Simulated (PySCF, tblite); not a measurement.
# C₄H₁₁BO₂Si: geometry, infrared bands and NMR shifts

Wanted: the infrared bands and NMR shifts of C₄H₁₁BO₂Si (`[SiH3]O[C@@H]1BCCCO1`), by calculation.

Programs: tblite 0.8.0 and PySCF 2.14.0, with density-fitted response routines of our own. Each step states its level of theory. These are calculated values for one molecule in the gas phase, unless marked as measured. Atoms are numbered from 0 throughout.

## Step 1: Starting geometry

19 atoms, charge 0, multiplicity 1; geometry from: force field or distance geometry start.

Bonds of the start (Å): Si0–O1 1.75, O1–C2 1.41, C2–B3 1.62, B3–C4 1.60, C4–C5 1.53, C5–C6 1.54, C6–O7 1.42, O7–C2 1.42, Si0–H8 1.47, Si0–H9 1.46, Si0–H10 1.47, C2–H11 1.11, B3–H12 1.17, C4–H13 1.11, C4–H14 1.11, C5–H15 1.12, C5–H16 1.10, C6–H17 1.12, C6–H18 1.12.

## Step 2: Geometry optimisation with GFN2-xTB

What the job is given:

```
{"job": {"kind": "relax", "xc": "GFN2-xTB", "basis": "xTB"}, "charge": 0, "multiplicity": 1}
Si     3.177100     0.504100     0.168800
O      1.666800     1.227500    -0.346100
C      0.651000     0.258500    -0.279800
B     -0.618300     0.854200    -1.086900
C     -1.980400     0.060000    -0.828500
C     -2.088700    -0.351400     0.636100
C     -0.759300    -0.942700     1.151500
O      0.289700     0.018400     1.076000
H      3.049900    -0.007900     1.544500
H      4.224500     1.523600     0.136900
H      3.526300    -0.594700    -0.739900
H      0.936300    -0.684100    -0.802100
H     -0.620700     1.944900    -1.508700
H     -2.837900     0.700200    -1.121100
H     -1.983800    -0.837700    -1.473700
H     -2.349600     0.538800     1.266700
H     -2.895600    -1.096200     0.757100
H     -0.504600    -1.884100     0.602800
H     -0.892600    -1.222500     2.227400
```

Command:

```console
$ OMP_NUM_THREADS=1 python probes_run.py task.json out
```

The driver reads the jobs from task.json and runs them one after another.

**Question.** This job is followed by: GFN2-xTB harmonic vibrations, gas phase; GIAO PBE0/pcSseg-1 NMR shielding, non-relativistic, gas phase. Predict these results of the whole session: strongest single infrared mode (GFN2-xTB); zero-point energy (GFN2-xTB); 13C shifts against TMS (PBE0/pcSseg-1); 1H shifts against TMS (PBE0/pcSseg-1, means over atoms taken as alike); 29Si shifts against TMS (PBE0/pcSseg-1); 17O shifts against H2O (PBE0/pcSseg-1); 11B shifts against BF3·OEt2 (PBE0/pcSseg-1).

**Answer**, as computed:

| quantity | value |
| --- | --- |
| strongest single infrared mode (GFN2-xTB) | 832 cm⁻¹, 432 km/mol |
| zero-point energy (GFN2-xTB) | 90.2 kcal/mol |
| 13C shifts against TMS (PBE0/pcSseg-1) | 104.4, 68.4, 28.4, 25.7 ppm |
| 1H shifts against TMS (PBE0/pcSseg-1, means over atoms taken as alike) | 7.79, 5.57, 4.73, 4.27, 3.66, 2.28, 1.75, 1.60, 1.25 ppm |
| 29Si shifts against TMS (PBE0/pcSseg-1) | -44.1 ppm |
| 17O shifts against H2O (PBE0/pcSseg-1) | 66.1, 46.5 ppm |
| 11B shifts against BF3·OEt2 (PBE0/pcSseg-1) | 87.2 ppm |

Relaxing lowered the energy by 0.720 eV in 155 steps; the close pair that moved most is Si0–O1, from 1.752 to 1.627 Å. No mode is imaginary among the 51: a minimum at this level. The strongest single mode, at 832 cm⁻¹, has its largest shares on Si0, H8, H10 and H9 (the list is cut at 4 atoms). Unscaled tight-binding wavenumbers are off by several per cent, some by more. Its intensities can rank the bands wrongly. At PBE0/pcSseg-1: The largest span, 187 ppm, is at B3, where the paramagnetic term is -178 ppm.
